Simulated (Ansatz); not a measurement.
# CH₅B₂N: vertical ionisation energy

The task here is to estimate one member of a computed series from the others.

The runs use Ansatz 0.2.0, Gaussian basis; unrestricted cation, the program's frozen cores in correlated methods.

Plan: UKS PBE-D4/def2-TZVPP; UKS r2SCAN-D4/def2-TZVPP; UKS PBE0-D4/def2-TZVPP; UKS B3LYP-D4/def2-TZVPP; UKS wB97X-V/def2-TZVPP; UKS wB97M-V/def2-TZVPP; UKS B2PLYP/def2-TZVPP; UHF-MP2/def2-TZVPP; UHF-MP2/def2-QZVPP; then −ε(HOMO) from the neutral's earlier runs with LDA (SPW92), PBE-D4, revPBE-D4, BLYP-D4, r2SCAN-D4, B97M-V, PBE0-D4, B3LYP-D4, r2SCANh-D4, r2SCAN0-D4, HSE06-D4, BHLYP-D4, CAM-B3LYP-D4, LC-ωPBE, ωB97X-V, ωB97M-V.

1 further run of the same task is left out (it didn't finish).

## Structure used throughout

An earlier PBE0-D4 in a triple-zeta def2 set relaxation fixed the geometry.

SMILES `BC=NB`, 9 atoms, charge 0, spin multiplicity 1.

Atoms are counted from 1 here; the program's logs count them from 0.

Bond lengths: B1–C2 1.561 Å, B1–H5 1.195 Å, B1–H6 1.192 Å, C2–N3 1.258 Å, C2–H7 1.098 Å, N3–B4 1.342 Å, B4–H8 1.197 Å, B4–H9 1.197 Å. Angles: C2–B1–H5 120.2°, C2–B1–H6 118.6°, H5–B1–H6 121.2°, B1–C2–N3 121.4°, B1–C2–H7 121.3°, N3–C2–H7 117.3°, C2–N3–B4 178.6°, N3–B4–H8 118.6°, N3–B4–H9 118.6°, H8–B4–H9 122.8°.

The first run:

File in.yaml:

```yaml
crystal:
  periodic: [false, false, false]
  atoms:
    - {symbol: B, position_ang: [0.775211, 1.325837, -0.905027]}
    - {symbol: C, position_ang: [-0.183316, 0.095422, -0.846153]}
    - {symbol: N, position_ang: [-0.355022, -0.552482, 0.218926]}
    - {symbol: B, position_ang: [-0.515803, -1.223309, 1.370147]}
    - {symbol: H, position_ang: [0.932480, 1.916178, -1.931481]}
    - {symbol: H, position_ang: [1.341331, 1.656991, 0.090719]}
    - {symbol: H, position_ang: [-0.733352, -0.241557, -1.734098]}
    - {symbol: H, position_ang: [0.213972, -2.143313, 1.603737]}
    - {symbol: H, position_ang: [-1.387000, -0.879868, 2.116230]}
basis:
  gaussian: {orbitals: def2-TZVPP}
total_charge: 1
magnetization: {spin_polarized: true, initial_magnetization: 1}
hamiltonian: {xc: pbe, dispersion: d4}
```

Started as:

```sh
$ ansatz run in.yaml --threads 2 --pin off --events-out ev --progress --plain --max-ram 4352MiB
```

Steps of the session up to this table: Cation, UKS PBE-D4/def2-TZVPP; Cation, UKS r2SCAN-D4/def2-TZVPP; Cation, UKS PBE0-D4/def2-TZVPP; Cation, UKS B3LYP-D4/def2-TZVPP; Cation, UKS wB97X-V/def2-TZVPP; Cation, UKS wB97M-V/def2-TZVPP; Cation, UKS B2PLYP (frozen core)/def2-TZVPP; Cation, UHF-MP2/def2-TZVPP; Cation, UHF-MP2/def2-QZVPP.

One table of the session follows, with a row left open; its other results are not shown here.

Orbital estimates, from the neutral's runs:

```
  functional  −ε(HOMO) (eV)
 LDA (SPW92)           6.67
      PBE-D4           6.52
   revPBE-D4           6.46
     BLYP-D4              ?
   r2SCAN-D4           6.70
      B97M-V           6.82
     PBE0-D4           7.76
    B3LYP-D4           7.55
  r2SCANh-D4           7.18
  r2SCAN0-D4           7.90
    HSE06-D4           7.36
    BHLYP-D4           8.95
CAM-B3LYP-D4           9.15
     LC-ωPBE          10.51
     ωB97X-V          10.14
     ωB97M-V          10.07
```

**Question.** Estimate the row for BLYP-D4.

Worked estimate for «−ε(HOMO) (eV)». Against the share of exact exchange, B3LYP-D4 (0.2, 7.55), BHLYP-D4 (0.5, 8.95) give a slope of 4.67 per unit share; at 0 the line stands at 6.62.

**Answer.** −ε(HOMO) (eV): 6.39. In «−ε(HOMO) (eV)» the line misses by +0.23.
